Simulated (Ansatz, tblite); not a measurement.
# SnH(NCO)3 (C3HN3O3Sn): rung by rung

How do method and basis change the picture of SnH(NCO)3 (C3HN3O3Sn) (singlet)?

The runs use Ansatz 0.2.0, Gaussian basis; as each input shows.

Levels to be run: GFN1-xTB, GFN2-xTB, PBE-D4/def2-TZVP, r2SCAN-D4/def2-TZVP, HSE06-D4/def2-TZVP, ωB97M-V/def2-TZVP, B2PLYP/def2-TZVP, LC-ωPBE(0.10)/def2-SVP, LC-ωPBE(0.15)/def2-SVP, LC-ωPBE(0.20)/def2-SVP, LC-ωPBE(0.30)/def2-SVP, PBE-D4/def2-SVP, PBE0-D4/def2-SVP, PBE0-D4/def2-TZVPD, PBE-D4/def2-TZVPD, HSE06-D4/def2-TZVPD, CCSD(T)/def2-SVP, MP2/def2-TZVP, RPA/def2-TZVP.

2 further runs of the same task are left out: 2 set aside as unsound or not needed.

## (1) The geometry

The geometry is that of the singlet, from an earlier relaxation (r2SCAN-D4/def2-SVP).

11 atoms, charge 0, spin multiplicity 1.

Bond lengths: Sn1–H2 1.680 Å, Sn1–N3 2.016 Å, Sn1–N6 2.016 Å, Sn1–N9 2.015 Å, N3–C4 1.214 Å, C4–O5 1.171 Å, N6–C7 1.214 Å, C7–O8 1.171 Å, N9–C10 1.214 Å, C10–O11 1.171 Å. Angles: H2–Sn1–N3 110.8°, H2–Sn1–N6 110.9°, H2–Sn1–N9 110.9°, N3–Sn1–N6 108.1°, N3–Sn1–N9 108.0°, N6–Sn1–N9 108.1°, Sn1–N3–C4 143.3°, N3–C4–O5 176.1°, Sn1–N6–C7 143.6°, N6–C7–O8 176.1°, Sn1–N9–C10 143.7°, N9–C10–O11 176.1°.

Sn takes a core potential in the def2 sets. No spin-orbit coupling is included.

PBE0-D4/def2-TZVP was run before; its log isn't repeated, and its numbers join the tables.

## (2) GFN1-xTB

Tight binding, by tblite at 300 K electronic temperature and without a spin-polarisation term:

```python
tblite.interface.Calculator('GFN1-xTB', numbers, positions, charge=0, uhf=0).singlepoint()
```

Energy -899.1161 eV, HOMO -13.26 eV, LUMO -9.22 eV; 0.008 s.

## (3) GFN2-xTB

Tight binding, by tblite at 300 K electronic temperature and without a spin-polarisation term:

```python
tblite.interface.Calculator('GFN2-xTB', numbers, positions, charge=0, uhf=0).singlepoint()
```

Energy -817.3535 eV, HOMO -12.59 eV, LUMO -8.99 eV; 0.009 s.

## (4) PBE-D4/def2-TZVP

start.molden holds the orbitals of an earlier run on this state, given as this run's starting guess.

in.yaml

```yaml
crystal:
  periodic: [false, false, false]
  atoms:
    - {symbol: Sn, position_ang: [0.051369, 0.015484, 1.246736]}
    - {symbol: H, position_ang: [0.105424, 0.047879, 2.925712]}
    - {symbol: N, position_ang: [1.911439, -0.024236, 0.470903]}
    - {symbol: C, position_ang: [2.530376, -0.015457, -0.573279]}
    - {symbol: O, position_ang: [3.194865, -0.010187, -1.537530]}
    - {symbol: N, position_ang: [-0.891608, 1.644518, 0.526083]}
    - {symbol: C, position_ang: [-1.266361, 2.184855, -0.494063]}
    - {symbol: O, position_ang: [-1.656662, 2.765061, -1.433511]}
    - {symbol: N, position_ang: [-0.931264, -1.617702, 0.592057]}
    - {symbol: C, position_ang: [-1.320842, -2.190601, -0.404420]}
    - {symbol: O, position_ang: [-1.726737, -2.799605, -1.318698]}
basis:
  gaussian: {orbitals: def2-TZVP, initial_orbitals: start.molden}
hamiltonian: {xc: pbe, dispersion: d4}
scf: {omitted_lower_state_checks: [starts]}
output: {orbitals: {seedname: orbitals}}
```

Started as:

```sh
$ ansatz run in.yaml --threads 2 --pin off --events-out ev --progress --plain --max-ram 22528MiB --backend cuda --devices 0, --max-vram 18GiB
```

The runs that follow: r2SCAN-D4/def2-TZVP; HSE06-D4/def2-TZVP; ωB97M-V/def2-TZVP; B2PLYP/def2-TZVP; LC-ωPBE(0.10)/def2-SVP; LC-ωPBE(0.15)/def2-SVP; LC-ωPBE(0.20)/def2-SVP; LC-ωPBE(0.30)/def2-SVP; PBE-D4/def2-SVP; PBE0-D4/def2-SVP; PBE0-D4/def2-TZVPD; PBE-D4/def2-TZVPD; HSE06-D4/def2-TZVPD; CCSD(T)/def2-SVP; MP2/def2-TZVP; RPA/def2-TZVP.

Before running them: what should the planned runs give, taken together? Wanted: gap in def2-TZVP, named functionals, smallest and largest; gap over the ω; correlation energy, CCSD(T)/def2-SVP; correlation energy, MP2/def2-TZVP; binding an atom, CCSD(T)/def2-SVP; PBE0 total energy, smallest basis above largest.

The runs gave:

| quantity | value |
| --- | --- |
| gap in def2-TZVP, named functionals, smallest and largest | 4.53 eV (PBE-D4), 11.22 eV (ωB97M-V) |
| gap over the ω (1/bohr) | 7.44 eV at 0.1, 11.04 eV at 0.3 |
| correlation energy, CCSD(T)/def2-SVP | -41.88 eV |
| correlation energy, MP2/def2-TZVP | -54.41 eV |
| binding an atom, CCSD(T)/def2-SVP | 4.605 eV |
| PBE0 total energy, smallest basis above largest | 16.37 eV (def2-SVP, def2-TZVPD) |

What this shows: Over the named functionals in def2-TZVP the gap runs from 4.53 eV (PBE-D4) to 11.22 eV (ωB97M-V); exact exchange widens it. Raising the ω (1/bohr) from 0.1 to 0.3 moves the HOMO by -2.05 eV and the LUMO by +1.55 eV. The functionals in def2-TZVP miss CCSD(T)/def2-SVP by +0.373 (ωB97M-V) to +0.705 eV (PBE-D4) an atom. The yardstick is in a double-zeta basis, so levels in larger sets aren't compared like for like. The reference is CCSD(T) in one finite basis, so it carries an error of its own, often a tenth of an eV or more, and near misses can't be ranked.
